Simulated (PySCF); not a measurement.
# F2OOs under other conditions

One physical setting of the base script is moved in each run, with the edits that it forces.

Program: PySCF 2.14.0. Level of theory: each script names its method and basis. These are calculated values, not measurements.

3 further runs of the same task are left out: 3 that didn't finish. Runs told in other sessions of the task aren't counted.

**1. The system as given**

F2OOs: 4 atoms, charge 0, spin multiplicity 1.

Bond lengths: Os1–O2 1.626 Å, Os1–F3 1.846 Å, Os1–F4 1.846 Å. Angles: O2–Os1–F3 126.8°, O2–Os1–F4 126.8°, F3–Os1–F4 106.4°.

Coordinates:

```mol
F2OOs
  3D, bonds by distance, orders not assigned

  4  3  0  0  0  0  0  0  0  0999 V2000
    0.0000    0.0000    0.0637 Os  0  0
    0.0000    0.0000    1.6901 O   0  0
    1.4784    0.0000   -1.0422 F   0  0
   -1.4784    0.0000   -1.0422 F   0  0
  1  2  8  0
  1  3  8  0
  1  4  8  0
M  END
```

**2. Base script**

Input file input.py:

```python
from pyscf import gto, scf, mp

mol = gto.M(
    atom='Os 0 0 0.0637; O 0 0 1.6901; F 1.4784 0 -1.0422; F -1.4784 0 -1.0422',
    basis='jorge-dzp-dkh',
    charge=0,
    spin=0,
    verbose=3,
)
mf = scf.RHF(mol)
mf = mf.sfx2c1e()
mf.level_shift = 0.3
mf = mf.newton()
mf.kernel()
mp.MP2(mf, frozen=26).kernel()
mf.dip_moment()
print('orbital energies (hartree):', mf.mo_energy[..., max(0, mol.nelec[1]-3):mol.nelec[0]+3].round(4))
```

Started as:

```bash
$ OMP_NUM_THREADS=1 python input.py
```

**3. Charge +1 (doublet, UHF)**

Variant 1 changes charge: 0 → 1; spin (2S): 0 → 1; SCF type: RHF → UHF.

Input file input.py:

```python
from pyscf import gto, scf, mp

mol = gto.M(
    atom='Os 0 0 0.0637; O 0 0 1.6901; F 1.4784 0 -1.0422; F -1.4784 0 -1.0422',
    basis='jorge-dzp-dkh',
    charge=1,
    spin=1,
    verbose=3,
)
mf = scf.UHF(mol)
mf = mf.sfx2c1e()
mf.level_shift = 0.3
mf = mf.newton()
mf.kernel()
mp.MP2(mf, frozen=26).kernel()
mf.dip_moment()
print('orbital energies (hartree):', [e[max(0, n-3):n+3].round(4) for e, n in zip(mf.mo_energy, mol.nelec)])
```

**4. Coordinates × 0.88**

Variant 2 changes geometry: coordinates × 1 → coordinates × 0.88.

input.py: that of step 2 with these lines changed.

```diff
@@ -3,3 +3,3 @@
 mol = gto.M(
-    atom='Os 0 0 0.0637; O 0 0 1.6901; F 1.4784 0 -1.0422; F -1.4784 0 -1.0422',
+    atom='Os 0 0 0.0561; O 0 0 1.4873; F 1.301 0 -0.9171; F -1.301 0 -0.9171',
     basis='jorge-dzp-dkh',
```

Q: Predict the outcome of this session. Wanted: for each run, E(SCF); from base; gap, α spin; SCF dipole; after the SCF.

**Answer**, as computed:

```csv
run,E(SCF) (hartree),from base (eV),"gap, α spin (eV)",SCF dipole (D),after the SCF
base,-17438.439473,0,11.76,0.69,"MP2 correlation -27.088 eV, core frozen"
"charge +1 (doublet, UHF)",-17438.095558,+9.3584,13.27,n/a,"MP2 correlation -25.800 eV, core frozen"
coordinates × 0.88,-17438.294436,+3.9467,10.86,0.47,"MP2 correlation -26.448 eV, core frozen"
```

At the SCF level, going to the doublet with one electron fewer costs 9.36 eV at fixed geometry, against 11.17 eV for the negative of the highest filled level.
